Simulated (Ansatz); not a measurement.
# SiGe: how the settings move a single-point run

How sensitive is a single-point run of SiGe to its settings? A reference run comes first, then one run with altered input. The cell is built on a prototype (CsCl type) and needn't be the phase found in nature.

Computed with Ansatz 0.2.0 (reference: DFT, r2SCAN, plane waves, PAW, unless a step's input says otherwise).

7 further runs of the same task are left out: 6 for a known fault of the program, 1 that didn't finish.

### Step 1. The starting structure

It takes space group Pm-3m (No. 221, cubic). Conventional cell: a = 3.210 Å, b = 3.210 Å, c = 3.210 Å, α = 90.00°, β = 90.00°, γ = 90.00°. Ge (site symmetry m-3m) is surrounded by 8 Si at 2.78 Å. Si (site symmetry m-3m) has 8 Ge at 2.78 Å as nearest neighbours.

Structure file:

```xyz
2
Lattice="3.2102 0.0000 0.0000 0.0000 3.2102 0.0000 0.0000 0.0000 3.2102" Properties=species:S:1:pos:R:3 pbc="T T T"
Ge    0.0000    0.0000    0.0000
Si    1.6051    1.6051    1.6051
```

### Step 2. Reference

Contents of input.yaml:

```yaml
crystal:
  lattice:
    - [3.210150632, 0.0, 0.0]
    - [0.0, 3.210150632, 0.0]
    - [0.0, 0.0, 3.210150632]
  atoms:
    - { symbol: Ge, position: [0.0, 0.0, 0.0] }
    - { symbol: Si, position: [0.5, 0.5, 0.5] }
kpoints:
  mp_grid: { grid: [6, 6, 6] }
hamiltonian:
  xc: r2scan
scf:
  occupations: { method: fermi_dirac, width: 0.02 }
  n_extra_bands: 4
output:
  forces: true
  stress: true
  eigenvalues: true
```

Command:

```
> ansatz run input.yaml --threads 4 --pin off --max-ram 3686MiB --backend cpu --events-out ev --progress --plain --runs-dir out
```

### Step 3. Variant: ecutwfc 350

input.yaml, as its differences from that of step 2:

```diff
@@ -19 +19,3 @@
   eigenvalues: true
+basis:
+  ecutwfc: 350
```

Q: Predict the outcome of this session. Wanted: for each run, ending; energy change; pressure; gap; force.

**Answer**, as computed:

```
           run     ending  energy change  pressure (GPa)  gap (eV)  force (eV/Å)  cycles   time
     reference  converged              0             2.2      0.00          0.00       6  1.3 s
1: ecutwfc 350  converged  +6.4 meV/atom             2.2      0.00          0.00       6    1 s
```

Residual by cycle in the longest SCF loop of each run; runs are numbered as in the table. The quantity is the density residual dr2, in eV.

```
cycle  reference    run 1
    1     0.0133   0.0133
    2    0.00318  0.00327
    3     1.5e-4   1.5e-4
    4     2.6e-5   2.4e-5
    5     2.9e-7   2.3e-7
    6     2.0e-8   2.1e-8
```

Changing the cutoff moves the energy by +6.4 meV/atom. The log warns that the cutoff is under what these potentials recommend, so the shift is basis error. Run 1 ran under the cutoff that the potentials recommend, as the log warns, so basis error is mixed into its values.
